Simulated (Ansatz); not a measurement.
# HfTi2S4: the cost of one run

Program: Ansatz 0.2.0. Level of theory: DFT PBE, scalar-relativistic, plane waves, PAW, unless a step names another level. These are calculated values, not measurements.

8 further runs of the same task are left out: 8 set aside as unsound or not needed.

**1. Plan**

Pauling electronegativities: Hf 1.30, Ti 1.54, S 2.58 (spread 1.28). The formula balances with common oxidation states: Hf +4, Ti +2, S -2. Tabulated atomic sizes suggest about 19 Å³/atom. 17 candidates were drawn, by swapping species into database cells of other compounds, at random by space group and Wyckoff sites, or by hand, as the table says:

```
name                                              made from  space group no.                       Wyckoff sites  atoms (primitive cell)  V (Å³/atom)
 c01                           built by hand: normal spinel              227                Hf 8a; Ti 16d; S 32e                      14         19.4
 c02                                                 random              191              Hf 1a; Ti 2d; S 2c, 2e                       7         22.9
 c03                              database cell of ErAl4Mo2              139                  Hf 2a; Ti 4d; S 8h                       7         19.7
 c04                                                 random              191              Hf 1a; Ti 2c; S 3g, 1b                       7         20.8
 c05                                                 random              191              Hf 1b; Ti 2d; S 3g, 1a                       7         19.8
 c06                                                 random              123                  Hf 1d; Ti 2g; S 4i                       7         22.4
 c07  built by hand: layer-ordered NiAs with an empty layer              164              Hf 1a; Ti 2c; S 2d, 2d                       7         19.4
 c08                              database cell of Nd2CdSb4              115          Hf 1c; Ti 2g; S 2g, 1b, 1a                       7         21.0
 c09                                                 random              123                  Hf 1b; Ti 2f; S 4m                       7         21.0
 c10                                                 random              216             Hf 4a; Ti 4c, 4d; S 16e                       7         20.0
 c11     built by hand: Cr3S4, Hf/Ti ordered in full layers                8  Hf 2a; Ti 2a, 2a; S 2a, 2a, 2a, 2a                       7         19.4
 c12                               database cell of K2PdCl4              123                  Hf 1a; Ti 2e; S 4j                       7         20.5
 c13                                                 random              191              Hf 1b; Ti 2d; S 3f, 1a                       7         21.4
 c14       built by hand: ordered metal-deficient rock salt              123          Hf 1c; Ti 2e; S 1d, 2f, 1b                       7         19.4
 c15                                                 random              191              Hf 1b; Ti 2c; S 3f, 1a                       7         22.6
 c16                                                 random              191                  Hf 1a; Ti 2e; S 4h                       7         24.3
 c17      built by hand: Cr3S4, Hf in the half-filled layer               12              Hf 2a; Ti 4i; S 4i, 4i                       7         19.4
```

**2. Screening run of c08**

The input, input.yaml:

```yaml
crystal:
  lattice:
    - [3.85704657, 0.0, 0.0]
    - [0.0, 3.85704657, 0.0]
    - [0.0, 0.0, 9.87189362]
  atoms:
    - { symbol: Hf, position: [0.5, 0.5, 0.5] }
    - { symbol: Ti, position: [0.5, 0.0, 0.76673561], spin: 1.0 }
    - { symbol: Ti, position: [0.0, 0.5, 0.23326439], spin: 1.0 }
    - { symbol: S, position: [0.5, 0.0, 0.33178017] }
    - { symbol: S, position: [0.0, 0.5, 0.66821983] }
    - { symbol: S, position: [0.5, 0.5, 0.0] }
    - { symbol: S, position: [0.0, 0.0, 0.0] }
basis:
  ecutwfc: 420
kpoints:
  mp_grid: { grid: [3, 3, 2] }
hamiltonian:
  xc: pbe
scf:
  occupations: { method: gaussian, width: 0.15 }
  lower_state_search: "off"
output:
  forces: true
  stress: true
  eigenvalues: true
  populations: true
magnetization:
  spin_polarized: true
relax:
  adjacent_minimum: "off"
  f_tol: 0.08
  max_steps: 16
  cell: { stress_tol: 0.8 }
```

Started as:

```
ansatz run input.yaml --threads 1 --pin off --max-ram 2560MiB --backend cpu --events-out ev --progress --plain --runs-dir out
```

**Question.** How long does this run take on 1 thread of Intel Xeon 6975P-C (Granite Rapids), shared host, and how much memory does it need?

About 76 s, with a peak of 0.5 GiB.
